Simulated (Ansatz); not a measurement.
**Ge₂P+ (singlet): from Hartree-Fock to the top rungs, cc-pVDZ**

One table from this session's results is given with a row withheld; the runs are named, their logs left out.

Computed with Ansatz 0.2.0, Gaussian basis. Level: cc-pVDZ, core rule «outside noble gas», up to 33 orbitals frozen.

To be run: UHF; CCSD(T) on RHF; BCCD(T) on RHF; CISD; CCSDT(Q) on RHF; CCSDT(Q) on UHF; CASSCF and MRCISD+Q, 10 electrons in 11 orbitals; CASSCF and NEVPT2, 10 electrons in 11 orbitals.

28 further runs of the same task are left out: 15 that didn't finish, 13 set aside as unsound or not needed. Runs told in other sessions of the task aren't counted.

## The system

The geometry is a PBE0/def2-TZVP stationary point (not a proven minimum) of the parent state, kept for this charge and spin. No spin-orbit coupling is included. The filled d shell of Ge may be among the frozen orbitals whatever the setting's name suggests.

3 atoms, charge 1, spin multiplicity 1.

Atoms are counted from 1 here; the program's logs count them from 0.

Bond lengths: Ge1–Ge2 2.630 Å, Ge1–P3 2.226 Å, Ge2–P3 2.226 Å. Angles: Ge2–Ge1–P3 53.8°, Ge1–Ge2–P3 53.8°, Ge1–P3–Ge2 72.4°.

Set-up of the first run:

Input file in.yaml:

```yaml
crystal:
  periodic: [false, false, false]
  atoms:
    - {symbol: Ge, position_ang: [0.000000, 0.315664, 1.314888]}
    - {symbol: Ge, position_ang: [0.000000, 0.315664, -1.314888]}
    - {symbol: P, position_ang: [0.000000, -1.480598, 0.000000]}
basis:
  gaussian: {orbitals: cc-pVDZ}
total_charge: 1
magnetization: {spin_polarized: true, initial_magnetization: 0}
hamiltonian: {xc: hf}
output: {orbitals: {seedname: orbitals}}
```

Started as:

```console
ansatz run in.yaml --threads 1 --pin off --events-out ev --progress --plain --max-ram 2393MiB
```

Among the steps run: UHF; CCSD(T) on RHF; BCCD(T) on RHF; CISD; CCSDT(Q) on RHF; CCSDT(Q) on UHF; CASSCF and MRCISD+Q, 10 electrons in 11 orbitals; CASSCF and NEVPT2, 10 electrons in 11 orbitals.

One of the session's tables, all rows but one given; the rest of the session is left out.

```
          method  from RCCSDT(Q) (meV)
             RHF               +8049.8
            RMP2               +1300.0
            CISD               +1474.1
           RCCSD                +560.4
        RCCSD(T)                 +86.6
         BCCD(T)                     ?
          RCCSDT                 +57.2
       RCCSDT(Q)                     0
  CASSCF valence               +4816.1
  NEVPT2 valence                +973.9
  MRCISD valence                +504.5
MRCISD+Q valence                 +68.4
```

**Question.** Estimate the row for BCCD(T).

The run gave: from RCCSDT(Q) (meV): +81.4. In the column «from RCCSDT(Q) (meV)» it lies between MRCISD+Q valence (+68.4) and RCCSD(T) (+86.6).

Not comparable, so not listed: CCSDT(Q) on UHF (they don't share determinant, frozen orbitals or solution with the rows shown, or repeat one).
